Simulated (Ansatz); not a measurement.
**CH5Ge radical: one species, many methods**

One table from this session's results is given with a row withheld; the runs are named, their logs left out.

Computed with Ansatz 0.2.0, Gaussian basis. Level: functionals in def2-TZVPP, the program's frozen cores in correlated methods.

Plan: LDA (SPW92), PBE-D4, revPBE-D4, BLYP-D4, r2SCAN-D4, B97M-V, PBE0-D4, B3LYP-D4, r2SCANh-D4, r2SCAN0-D4, HSE06-D4, BHLYP-D4, CAM-B3LYP-D4, LC-ωPBE, ωB97X-V, ωB97M-V, B2PLYP, PBE-QIDH; CCSD(T)/def2-SVP; CCSD(T)/def2-TZVPP; MP2/def2-QZVPP; extrapolation to the limit; RPA on PBE.

### Structure used throughout

An earlier PBE0-D4 in a triple-zeta def2 set relaxation fixed the geometry.

SMILES `[CH3][GeH2]`, 7 atoms, charge 0, spin multiplicity 2.

Atoms are counted from 1 here; the program's logs count them from 0.

Bond lengths: C1–Ge2 1.960 Å, C1–H3 1.090 Å, C1–H4 1.090 Å, C1–H5 1.093 Å, Ge2–H6 1.546 Å, Ge2–H7 1.546 Å. Angles: Ge2–C1–H3 110.3°, Ge2–C1–H4 110.3°, Ge2–C1–H5 109.7°, H3–C1–H4 109.0°, H3–C1–H5 108.8°, H4–C1–H5 108.8°, C1–Ge2–H6 111.3°, C1–Ge2–H7 111.3°, H6–Ge2–H7 109.5°.

Set-up of the first run:

in.yaml

```yaml
crystal:
  periodic: [false, false, false]
  atoms:
    - {symbol: C, position_ang: [-0.247650, -0.809281, -0.206379]}
    - {symbol: Ge, position_ang: [0.395964, 0.824787, 0.662963]}
    - {symbol: H, position_ang: [-1.153219, -1.166386, 0.283772]}
    - {symbol: H, position_ang: [0.513123, -1.588136, -0.157038]}
    - {symbol: H, position_ang: [-0.473188, -0.603384, -1.255556]}
    - {symbol: H, position_ang: [-0.673059, 1.940777, 0.621195]}
    - {symbol: H, position_ang: [1.699230, 1.333723, 0.005344]}
basis:
  gaussian: {orbitals: def2-TZVPP}
magnetization: {spin_polarized: true, initial_magnetization: 1}
hamiltonian: {xc: lda}
output: {orbitals: {seedname: orbitals}}
```

Steps of the session up to this table: LDA; PBE-D4 (GGA); revPBE-D4 (GGA); BLYP-D4 (GGA); r2SCAN-D4 (meta-GGA); B97M-V (meta-GGA); PBE0-D4 (hybrid); B3LYP-D4 (hybrid); r2SCANh-D4 (hybrid); r2SCAN0-D4 (hybrid); HSE06-D4 (hybrid); BHLYP-D4 (hybrid); CAM-B3LYP-D4 (range-separated); LC-ωPBE-D4 (range-separated; the results give it without D4); ωB97X-V (range-separated); ωB97M-V (range-separated); B2PLYP (double hybrid); PBE-QIDH (double hybrid).

One of the session's tables, all rows but one given; the rest of the session is left out.

It belongs to the step «Orbital energies across the functionals». 

```
  functional  HOMO (eV)  LUMO (eV)  gap (eV)
 LDA (SPW92)      -4.77      -3.71      1.06
      PBE-D4      -4.77      -3.33      1.44
   revPBE-D4      -4.75      -3.18      1.58
     BLYP-D4      -4.56      -3.39      1.17
   r2SCAN-D4      -5.15      -2.90      2.24
      B97M-V          ?          ?         ?
     PBE0-D4      -5.86      -2.35      3.51
    B3LYP-D4      -5.58      -2.79      2.79
  r2SCANh-D4      -5.54      -2.58      2.96
  r2SCAN0-D4      -6.13      -2.09      4.04
    HSE06-D4      -5.47      -2.73      2.74
    BHLYP-D4      -6.75      -1.55      5.20
CAM-B3LYP-D4      -7.06      -1.47      5.60
     LC-ωPBE      -8.49       0.03      8.52
     ωB97X-V      -7.98      -0.47      7.51
     ωB97M-V      -7.83      -0.56      7.27
```

**Question.** Estimate the row for B97M-V.

**Answer.** HOMO (eV): -4.92; LUMO (eV): -3.55; gap (eV): 1.37. In the column «HOMO (eV)» it lies between r2SCAN-D4 (-5.15) and LDA (SPW92) (-4.77).
